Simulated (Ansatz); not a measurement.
CeEu2CrO6, space group Fm-3m, a report of symmetry and cells

Computed with the Ansatz DFT code, driven from Python.

Notebook, run cell by cell (the value of a cell's last expression is shown):

**Cell 1**
```python
import ansatz as az
import numpy as np
```

**Cell 2**
```python
structure = (
    az.Lattice.fcc(8.2701919)
    .space_group(225)
    .atom("Ce", [0.0, 0.0, 0.0])
    .atom("Eu", [0.25, 0.75, 0.75])
    .atom("Cr", [0.5, 0.0, 0.0])
    .atom("O", [0.26388467, 0.0, 0.0])
    .primitive()
    .moments(Ce=1, Eu=7, Cr=3)
)
```

**Cell 3**
```python
[site.symbol for site in structure.resolved().sites]
```
Output:
```text
['Ce', 'Eu', 'Eu', 'Cr', 'O', 'O', 'O', 'O', 'O', 'O']
```

**Cell 4**
```python
read = structure.crystallographic_orbits()
print("group", read["space_group"], read["hermann_mauguin"], "conventional content", read["formula"])
print("orbits:", [orbit["symbol"] + " " + str(orbit["wyckoff"]) for orbit in read["orbits"]])
for pair in read["least_distances"]:
    print(f"  shortest {pair['first']}-{pair['second']}: {pair['distance_ang']:.3f} A")
print("atoms in the primitive and conventional cells:", len(structure.primitive().resolved().sites), len(structure.conventional().resolved().sites))
built = structure.resolved()
vectors = np.array(built.lattice.vectors)
print("cell vectors (A)")
print(vectors.round(4) + 0.0)
for index, site in enumerate(built.sites):
    print(index, site.symbol, np.round(site.position, 4) + 0.0)
```
Output:
```text
group 225 Fm-3m conventional content Ce4Eu8Cr4O24
orbits: ['Ce 4a', 'Eu 8c', 'Cr 4b', 'O 24e']
  shortest Ce-Ce: 5.848 A
  shortest Ce-Eu: 3.581 A
  shortest Ce-Cr: 4.135 A
  shortest Ce-O: 2.182 A
  shortest Eu-Eu: 4.135 A
  shortest Eu-Cr: 3.581 A
  shortest Eu-O: 2.926 A
  shortest Cr-Cr: 5.848 A
  shortest Cr-O: 1.953 A
  shortest O-O: 2.762 A
atoms in the primitive and conventional cells: 10 40
cell vectors (A)
[[0.     4.1351 4.1351]
 [4.1351 0.     4.1351]
 [4.1351 4.1351 0.    ]]
0 Ce [0. 0. 0.]
1 Eu [0.25 0.25 0.25]
2 Eu [0.75 0.75 0.75]
3 Cr [0.5 0.5 0.5]
4 O [0.7361 0.2639 0.2639]
5 O [0.2639 0.2639 0.7361]
6 O [0.7361 0.7361 0.2639]
7 O [0.7361 0.2639 0.7361]
8 O [0.2639 0.7361 0.2639]
9 O [0.2639 0.7361 0.7361]
```

The structure comes from a database and needn't be a stable phase.
